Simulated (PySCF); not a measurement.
**A diatomic session: CsSr**

The task here is to estimate one member of a computed series from the others.

The runs use PySCF 2.14.0; Cs def2-SVP with ECP46, Sr def2-SVP with ECP28, scalar-relativistic core potentials.

The first run:

A driver script around PySCF takes these settings:

- atoms: Cs, Sr
- charge: 0
- basis: Cs def2-SVP with ECP46, Sr def2-SVP with ECP28
- Hamiltonian: scalar-relativistic core potentials
- basis functions: 47
- electrons treated: 19
- masses in u: 132.9054, 87.9056
- levels: PBE0, PBE, r²SCAN, B2PLYP, r²SCANh, B3LYP, HF, MP2, SCS-MP2, CCSD, CCSD(T)
- grid: 80 radial by 434 angular points
- occupations: held fixed by the projection of orbital angular momentum
- dissociation limit: Cs + Sr, each in its ground configuration
- starting distance in angstrom: 3.915
- values of 2S to try: 1, 3

On the command line:

```sh
$ OMP_NUM_THREADS=1 python dia.py task.json out
```

Steps of the session up to this table: Set-up; PBE0 along the bond; Other states along the same grid; PBE (GGA); r²SCAN (meta-GGA); B2PLYP (double hybrid); r²SCANh (hybrid meta-GGA); B3LYP (global hybrid GGA); ROHF (mean field); MP2 and coupled cluster.

One of the session's tables, all rows but one given; the rest of the session is left out.

It belongs to the step «The curves together». Energy (eV) from each level's lowest point:

```
R (Å)   ROHF  ROHF-MP2  ROHF-SCS-MP2  ROHF-CCSD  ROHF-CCSD(T)
4.278  0.287     0.144         0.159        n/a           n/a
4.477  0.196     0.084         0.095      0.081         0.072
4.676  0.132     0.045         0.053      0.042         0.036
4.825  0.097     0.025         0.031      0.023         0.019
4.974      ?         ?             ?          ?             ?
5.123  0.050     0.005         0.007      0.004         0.002
5.322  0.031     0.000         0.001      0.000         0.000
5.571  0.016     0.001         0.000      0.002         0.004
5.869  0.006     0.007         0.004      0.009         0.014
6.267  0.000     0.020         0.014        n/a           n/a
```

**Question.** Estimate the row for R (Å) = 4.974.

Worked estimate for «ROHF». A straight line through the neighbours (4.825, 0.097) and (5.123, 0.050) gives 0.097 + (0.050 − 0.097) × (4.974 − 4.825) / (5.123 − 4.825) = 0.074; a parabola fitted to 4 rows on both sides gives 0.070.

**Answer.** ROHF: 0.070; ROHF-MP2: 0.012; ROHF-SCS-MP2: 0.017; ROHF-CCSD: 0.011; ROHF-CCSD(T): 0.008. In «ROHF» the line misses by +0.004 and the parabola by 0.000.

To keep in mind: The bond is weak, and basis-set superposition, which was not computed, may be a sizeable part of it.
